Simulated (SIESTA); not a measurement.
The system is Hf3Ge2.

```
Hf Ge
1.0
     7.10041    0.00000    0.00000
     0.00000    7.10041    0.00000
     0.00000    0.00000    3.70112
Hf Ge
6 4
Direct
  0.32996 0.17004 0.50000
  0.67004 0.82996 0.50000
  0.82996 0.32996 0.50000
  0.17004 0.67004 0.50000
  0.50000 0.50000 0.00000
  0.00000 0.00000 0.00000
  0.86946 0.63054 0.00000
  0.13054 0.36946 0.00000
  0.36946 0.86946 0.00000
  0.63054 0.13054 0.00000
```

The cell comes from a database or a generator and needn't be the stable form of this composition.

| Item | Value |
| --- | --- |
| Program | SIESTA 5.4.2 |
| Task | single point |
| Functional | PBEsol |
| Potentials or basis | PseudoDojo 0.4 standard (PBEsol files) |
| Basis | DZP (energy shift 0.003 Ry; two zetas on semicore shells) |
| Grid cutoff | 800 Ry |
| Energy shift | 0.003 Ry |
| k mesh | 4 × 4 × 7 |
| Occupations | fermi-dirac, width 0.05 eV |
| Spin | no spin polarisation |

On this cell: pressure -1.3 GPa; largest force 0.133 eV/Å; band gap on the k mesh none (metal or under the smearing width).

The same run follows on a disturbed copy (atoms moved at random, drawn with an rms of 0.05 Å):

```
Hf Ge
1.0
     7.10041    0.00000    0.00000
     0.00000    7.10041    0.00000
     0.00000    0.00000    3.70112
Hf Ge
6 4
Direct
  0.32791 0.17106 0.49658
  0.66280 0.81921 0.49801
  0.83246 0.32009 0.49591
  0.17254 0.66627 0.50798
  0.50094 0.50123 0.99906
  0.99655 0.00089 0.01874
  0.87359 0.63674 0.99549
  0.13264 0.36844 0.98271
  0.36672 0.86825 0.99511
  0.63335 0.13223 0.99813
```

What does the disturbed cell give?

The energy (extrapolated to zero smearing) moves by +12.6 meV/atom; pressure -0.9 GPa; largest force 0.692 eV/Å; band gap on the k mesh none (metal or under the smearing width).

Forces on the atoms (eV/Å):
```
Hf   0.196 -0.163 -0.116
Hf   0.316  0.552  0.029
Hf  -0.046  0.683  0.099
Hf  -0.058  0.197 -0.559
Hf   0.022 -0.291 -0.059
Hf   0.372 -0.153 -0.445
Ge  -0.267 -0.562  0.201
Ge  -0.073 -0.038  0.611
Ge  -0.068  0.116  0.270
Ge  -0.394 -0.341 -0.029
```

Stress tensor (GPa, compression positive):
```
-0.17  0.03 -0.10
 0.03 -0.76  0.29
-0.10  0.29 -1.81
```

Caveats: short orbitals over semicore shells can move pressures by several GPa; the basis of atomic orbitals isn't converged, which shifts pressures, moduli and gaps.
